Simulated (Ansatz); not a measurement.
Task: the interaction energy of a dimer with the counterpoise correction of FI, with Ansatz 0.2.0, Python API. Give the script and its output. Use (for the species named): r2SCAN, def2-SVP basis, multiplicity 1, D3BJ dispersion.

```xyz
2

I     0.0000    0.0000    0.0000
F     0.0000    0.0000    1.9250
```

The script, `fi_dimer.py`:
```python
"""Binding of a FI dimer at a trial geometry."""

import ansatz
import numpy as np

params = {
    "basis_set": "def2-SVP",
    "xc": "r2SCAN",
    "vdw": "d3bj",
}

FIRST = [
    ("I", (0.0, 0.0, -0.9625)),
    ("F", (0.0, 0.0, 0.9625)),
]
SECOND = [
    ("I", (1.3495, -1.2052, 3.9075)),
    ("F", (0.1372, -2.5067, 4.6439)),
]

def energy(atoms, ghosts=()):
    molecule = ansatz.Crystal.molecule()
    for symbol, xyz in atoms:
        molecule = molecule.atom(symbol, xyz)
    calc = (
        molecule.calculation()
        .basis(gaussian=params["basis_set"])
        .functional(params["xc"], dispersion=params["vdw"])
    )
    deck = calc.input()
    if ghosts:
        deck = deck.set(ansatz.key.basis.gaussian.ghost_atoms, [{"symbol": s, "position_ang": list(xyz)} for s, xyz in ghosts])
    return ansatz.Session.from_dict(deck).plan().execute().report["free_energy_ev"]


def main() -> None:
    # monomers in their own basis and in the basis of the dimer
    direction = np.array([0.1575, -0.3932, 0.9059])
    print("shift (A)   counterpoise-corrected interaction (kJ/mol)")
    for shift in (-0.3, 0.0, 0.4, 1.0, 2.0):
        moved = [(s, tuple(np.round(np.array(xyz) + shift * direction, 4))) for s, xyz in SECOND]
        gain = energy(FIRST + moved) - energy(FIRST, moved) - energy(moved, FIRST)
        print(f"{shift:8.2f} {96.485332 * gain:14.3f}")


if __name__ == "__main__":
    main()
```

`python fi_dimer.py` gives:
```text
shift (A)   counterpoise-corrected interaction (kJ/mol)
DeckWarning: the engine holds no damping parameters fitted to this dispersion correction and functional, so the run takes those fitted to r2scan beside the three-body term, which d3bj leaves out (hamiltonian.dispersion, under Limitations)
   -0.30         -0.555
    0.00         -2.292
    0.40         -2.223
    1.00         -1.449
    2.00         -0.779
```
(Warnings from the package without file and line.)

What to keep in mind:
- The dimer is a generated trial pose of unrelaxed monomers, not a minimum, so the figure is no binding energy, and the basis set is small.
- def2 sets replace the cores of elements past krypton by effective core potentials.
- The spin state was assumed, and another may lie lower.
- A dispersion term here runs with damping parameters fitted for another variant or functional.
- Run time: 42 s on 1 thread of Arm Neoverse V1 (shared host), peak memory 0.2 GiB.

(Lines on the test bed's own set-up are left out of the output.)
